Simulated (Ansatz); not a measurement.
# H₅N₂NbOS: up Jacob's ladder to CCSD(T)

The task here is to estimate one member of a computed series from the others.

The runs use Ansatz 0.2.0, Gaussian basis; functionals in def2-TZVPP, the program's frozen cores in correlated methods.

Plan: LDA (SPW92), PBE-D4, revPBE-D4, BLYP-D4, r2SCAN-D4, B97M-V, PBE0-D4, B3LYP-D4, r2SCANh-D4, r2SCAN0-D4, HSE06-D4, BHLYP-D4, CAM-B3LYP-D4, LC-ωPBE, ωB97X-V, ωB97M-V, B2PLYP, PBE-QIDH; CCSD(T)/def2-SVP; CCSD(T)/def2-TZVPP; MP2/def2-QZVPP; extrapolation to the limit; RPA on PBE.

## Structure used throughout

An earlier PBE0-D4 in a triple-zeta def2 set relaxation fixed the geometry. Nb takes the def2 core potential; no spin-orbit term is included.

10 atoms, charge 0, spin multiplicity 1.

Atoms are counted from 1 here; the program's logs count them from 0.

Bond lengths: N1–Nb2 1.965 Å, N1–H6 1.009 Å, N1–H7 1.011 Å, Nb2–N3 1.965 Å, Nb2–O4 1.897 Å, Nb2–S5 2.148 Å, N3–H8 1.009 Å, N3–H9 1.011 Å, O4–H10 0.958 Å. Angles: Nb2–N1–H6 125.2°, Nb2–N1–H7 124.3°, H6–N1–H7 110.5°, N1–Nb2–N3 111.1°, N1–Nb2–O4 107.6°, N1–Nb2–S5 108.1°, N3–Nb2–O4 107.6°, N3–Nb2–S5 108.1°, O4–Nb2–S5 114.3°, Nb2–N3–H8 125.2°, Nb2–N3–H9 124.3°, H8–N3–H9 110.5°, Nb2–O4–H10 130.9°.

As a file:

```
N    -1.53394   -0.03279   -0.89135
Nb    0.09316    0.38174    0.12999
N     0.74072   -1.19920    1.10145
O     1.43731    0.88547   -1.10960
S    -0.39187    1.89841    1.57156
H    -2.44674    0.35863   -0.71436
H    -1.57641   -0.70088   -1.64839
H     0.77292   -1.29130    2.10555
H     1.05434   -2.05138    0.65796
H     1.93360    1.69999   -1.19979
```

Set-up of the first run:

in.yaml reads:

```yaml
crystal:
  periodic: [false, false, false]
  atoms:
    - {symbol: N, position_ang: [-1.533936, -0.032790, -0.891350]}
    - {symbol: Nb, position_ang: [0.093155, 0.381744, 0.129987]}
    - {symbol: N, position_ang: [0.740720, -1.199197, 1.101445]}
    - {symbol: O, position_ang: [1.437315, 0.885470, -1.109605]}
    - {symbol: S, position_ang: [-0.391869, 1.898409, 1.571559]}
    - {symbol: H, position_ang: [-2.446737, 0.358629, -0.714357]}
    - {symbol: H, position_ang: [-1.576412, -0.700878, -1.648392]}
    - {symbol: H, position_ang: [0.772916, -1.291297, 2.105548]}
    - {symbol: H, position_ang: [1.054344, -2.051376, 0.657958]}
    - {symbol: H, position_ang: [1.933604, 1.699987, -1.199792]}
basis:
  gaussian: {orbitals: def2-TZVPP}
hamiltonian: {xc: lda}
output: {orbitals: {seedname: orbitals}}
```

Steps of the session up to this table: LDA; PBE-D4 (GGA); revPBE-D4 (GGA); BLYP-D4 (GGA); r2SCAN-D4 (meta-GGA); B97M-V (meta-GGA); PBE0-D4 (hybrid); B3LYP-D4 (hybrid); r2SCANh-D4 (hybrid); r2SCAN0-D4 (hybrid); HSE06-D4 (hybrid); BHLYP-D4 (hybrid); CAM-B3LYP-D4 (range-separated); LC-ωPBE-D4 (range-separated; the results give it without D4); ωB97X-V (range-separated); ωB97M-V (range-separated); B2PLYP (double hybrid); PBE-QIDH (double hybrid).

One table of the session follows, with a row left open; its other results are not shown here.

It belongs to the step «Orbital energies across the functionals». 

| functional | HOMO (eV) | LUMO (eV) | gap (eV) |
| --- | --- | --- | --- |
| LDA (SPW92) | -6.23 | -2.36 | 3.86 |
| PBE-D4 | ? | ? | ? |
| revPBE-D4 | -5.97 | -2.13 | 3.85 |
| BLYP-D4 | -5.90 | -2.06 | 3.84 |
| r2SCAN-D4 | -6.36 | -2.09 | 4.26 |
| B97M-V | -6.40 | -2.01 | 4.39 |
| PBE0-D4 | -7.41 | -1.42 | 5.99 |
| B3LYP-D4 | -7.16 | -1.61 | 5.56 |
| r2SCANh-D4 | -6.87 | -1.80 | 5.07 |
| r2SCAN0-D4 | -7.59 | -1.35 | 6.24 |
| HSE06-D4 | -7.01 | -1.79 | 5.21 |
| BHLYP-D4 | -8.40 | -0.47 | 7.94 |
| CAM-B3LYP-D4 | -8.67 | -0.32 | 8.35 |
| LC-ωPBE | -10.02 | 0.75 | 10.77 |
| ωB97X-V | -9.69 | 0.69 | 10.38 |
| ωB97M-V | -9.55 | 0.65 | 10.20 |

Q: Estimate the row for PBE-D4 from the others.

As computed: HOMO (eV): -6.04; LUMO (eV): -2.19; gap (eV): 3.85. In the column «HOMO (eV)» it lies between LDA (SPW92) (-6.23) and revPBE-D4 (-5.97).
